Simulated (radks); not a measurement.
# Al⁴⁺ in [He] 2s2 2p5: an all-electron calculation

The task here is to estimate one member of a computed series from the others.

Program: radks (a radial shooting solver on a logarithmic mesh, Libxc functionals) version 1. Level of theory: scalar-relativistic Kohn-Sham, AM05, spin-polarised, spherical densities, finite nucleus; open shells are filled with parallel spins first. These are calculated values, not measurements, unless marked.

### What is computed

* element: aluminium (Z = 13)
* charge: +4
* electrons: 9
* configuration: [He] 2s2 2p5
* nuclear rms radius: 3.061 fm

The outer shells:

Al⁴⁺
```
[He] core
2s [↑↓]
2p [↑↓][↑↓][↑ ]
```

Set-up of the first run:

Input:

```text
Z 13
configuration [He] 2s2 2p5
relativity scalar-relativistic
functional am05,am05
spin polarised
nucleus finite rms 3.061 fm
c 137.035999084
```

Command:

```sh
python run_ks.py task.json out
```

This one command runs every case of the session in turn.

One of the session's tables, all rows but one given; the rest of the session is left out.

It belongs to the step «Radial structure». From the orbitals of this run (lengths in bohr):

```
  level     <r>  outermost maximum (interpolated)  90 % within
  1s up  0.1205                            0.0786        0.215
1s down  0.1204                            0.0785        0.215
  2s up  0.6033                             0.488        0.946
2s down  0.6066                             0.490        0.952
  2p up       ?                                 ?            ?
2p down  0.5690                             0.417        0.950
```

Q: Estimate the row for 2p up from the others.

As computed: <r>: 0.5637; outermost maximum (interpolated): 0.415; 90 % within: 0.940. In the column «<r>» it lies between 1s up (0.1205) and 2p down (0.5690).

To keep in mind: Open shells are spherical and high-spin; term and fine-structure splittings are not resolved.
